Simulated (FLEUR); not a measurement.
Input of a FLEUR MaX-R8.1 (later development tree) run:

File inp.xml:

```xml
<?xml version="1.0" encoding="UTF-8" standalone="no"?>
<fleurInput fleurInputVersion="0.39">
   <comment>
      TiCo                                                                                                
   </comment>
   <calculationSetup>
      <cutoffs Kmax="4.47" Gmax="13.9" GmaxXC="13.9" numbands="0"/>
      <scfLoop itmax="60" minDistance="0.00001" maxIterBroyd="15" imix="Anderson" alpha="0.05" precondParam="0.0" spinf="2.0" sdNocoIR="T"/>
      <coreElectrons ctail="T" frcor="F" kcrel="0" coretail_lmax="0"/>
      <xcFunctional name="pbe" relativisticCorrections="F"/>
      <magnetism jspins="2"/>
      <soc l_soc="F" theta="0.0" phi="0.0" spav="F"/>
      <expertModes spex="0" secvar="F"/>
      <geometryOptimization l_f="T" forcealpha="1.0" forcemix="BFGS" epsdisp="0.0005" epsforce="0.0002"/>
      <ldaU l_linMix="F" mixParam="0.05" spinf="1.0"/>
   </calculationSetup>
   <cell>
      <bzIntegration valenceElectrons="29.0" mode="hist" fermiSmearingEnergy="0.00183747">
         <kPointListSelection listName="default-1"/>
         <!-- k-points included here -->
         <xi:include xmlns:xi="http://www.w3.org/2001/XInclude" href="kpts.xml"> </xi:include>
      </bzIntegration>
      <!-- symmetry operations included here -->
      <xi:include xmlns:xi="http://www.w3.org/2001/XInclude" href="sym.xml"> </xi:include>
      <bulkLattice scale="1.0">
         <bravaisMatrix>
            <row-1>    5.6429319487581688     0.0000000000000000     0.0000000000000000</row-1>
            <row-2>    0.0000000000000000     5.6429319487581688     0.0000000000000000</row-2>
            <row-3>    0.0000000000000000     0.0000000000000000     5.6429319487581688</row-3>
         </bravaisMatrix>
      </bulkLattice>
   </cell>
   <atomSpecies>
      <species name="Cobalt (Co2.000" element="Co" atomicNumber="27">
         <mtSphere radius="2.19" gridPoints="747" logIncrement="0.016"/>
         <atomicCutoffs lmax="9" lnonsphr="9"/>
         <electronConfig flipSpins="F">
            <coreConfig>(1s1/2) (2s1/2) (2p1/2) (2p3/2)</coreConfig>
            <valenceConfig>(3s1/2) (3p1/2) (3p3/2) (4s1/2) (3d3/2) (3d5/2)</valenceConfig>
            <stateOccupation state="(3d3/2)" spinUp="1.5" spinDown="1.3"/>
            <stateOccupation state="(3d5/2)" spinUp="3.0" spinDown="1.2"/>
         </electronConfig>
         <energyParameters s="4" p="4" d="3" f="4"/>
         <lo type="SCLO" l="0" n="3" eDeriv="0"/>
         <lo type="SCLO" l="1" n="3" eDeriv="0"/>
         <lo type="SCLO" l="1" n="3" eDeriv="1"/>
         <lo type="SCLO" l="2" n="3" eDeriv="2"/>
         <lo type="SCLO" l="3" n="4" eDeriv="2"/>
      </species>
      <species name="Titanium (1.001" element="Ti" atomicNumber="22">
         <mtSphere radius="2.19" gridPoints="747" logIncrement="0.016"/>
         <atomicCutoffs lmax="9" lnonsphr="9"/>
         <electronConfig flipSpins="F">
            <coreConfig>(1s1/2) (2s1/2) (2p1/2) (2p3/2)</coreConfig>
            <valenceConfig>(3s1/2) (3p1/2) (3p3/2) (4s1/2) (3d3/2) (3d5/2)</valenceConfig>
            <stateOccupation state="(3d3/2)" spinUp="0.4" spinDown="0.4"/>
            <stateOccupation state="(3d5/2)" spinUp="1.1005" spinDown="0.0995"/>
         </electronConfig>
         <energyParameters s="4" p="4" d="3" f="4"/>
         <lo type="SCLO" l="0" n="3" eDeriv="0"/>
         <lo type="SCLO" l="1" n="3" eDeriv="0"/>
         <lo type="SCLO" l="1" n="3" eDeriv="1"/>
         <lo type="SCLO" l="2" n="3" eDeriv="2"/>
         <lo type="SCLO" l="3" n="4" eDeriv="2"/>
      </species>
   </atomSpecies>
   <atomGroups>
      <atomGroup species="Cobalt (Co2.000">
         <relPos label="                   1">1.000/2.000 1.000/2.000 1.000/2.000</relPos>
         <force calculate="T" relaxXYZ="TTT"/>
      </atomGroup>
      <atomGroup species="Titanium (1.001">
         <relPos label="                   2">.0000000000 .0000000000 .0000000000</relPos>
         <force calculate="T" relaxXYZ="TTT"/>
      </atomGroup>
   </atomGroups>
   <output dos="F" band="F" slice="F">
      <checks vchk="F" cdinf="F"/>
      <bandDOS minEnergy="-.5*Htr" maxEnergy="0.5*Htr" sigma="0.015" storeEVData="T"/>
      <vacuumDOS vacdos="F" integ="F" star="F" nstars="0" locx1="0.0" locy1="0.0" locx2="0.0" locy2="0.0" nstm="0" tworkf="0.0"/>
      <unfoldingBand unfoldBand="F" supercellX="1" supercellY="1" supercellZ="1"/>
      <plotting iplot="0" polar="F">
         <plot TwoD="T" vec1="  1.0  0.0  0.0" vec2="  0.0  1.0  0.0" vec3="  0.0  0.0  1.0" zero="  0.0  0.0  0.0" file="plot"/>
      </plotting>
      <chargeDensitySlicing numkpt="0" minEigenval="0.0" maxEigenval="0.0" nnne="0" pallst="F"/>
      <specialOutput eonly="F"/>
      <moessbauerParams electricFieldGradient="T" isomerShift="T" coreHyperfine="T" valenceHyperfine="T"/>
      <magneticCircularDichroism mcd="F" energyLo="-10.0" energyUp="0.0"/>
   </output>
  <!-- We include the file relax.xml here to enable relaxations (see documentation) -->
  <xi:include xmlns:xi="http://www.w3.org/2001/XInclude" href="relax.xml"> <xi:fallback/> </xi:include>
</fleurInput>
```

The input crystal.txt:

```
TiCo
&input cartesian=F /
2.9861109900  0.0000000000  0.0000000000
0.0000000000  2.9861109900  0.0000000000
0.0000000000  0.0000000000  2.9861109900
1.8897261246
1.0 1.0 1.0

2
27 0.5000000000  0.5000000000  0.5000000000 : 2.000
22 0.0000000000  0.0000000000  0.0000000000 : 1.001

&kpt div1=9 div2=9 div3=9 gamma=T /
```

Potentials or basis: all-electron, FLAPW.

Command:

```sh
$ inpgen -f crystal.txt -profile fastHighL
$ # inp.xml edited to the form shown
$ fleur_MPI
```

Problem. Estimate the net moment.

Solution. 0.82 μB per cell.

Problem. What does it give for the band gap on the k mesh?

Solution. None (metal or under the smearing width).

Problem. Predict the site moments.

Solution. Co +0.93; Ti -0.03 μB.

Core levels (eV from the Fermi level):
```csv
atom,levels
1 Co,"1s1/2 -7584.4, 2s1/2 -891.9, 2p1/2 -772.7, 2p3/2 -757.9"
2 Ti,"1s1/2 -4862.4, 2s1/2 -531.5, 2p1/2 -442.6, 2p3/2 -436.8"
```
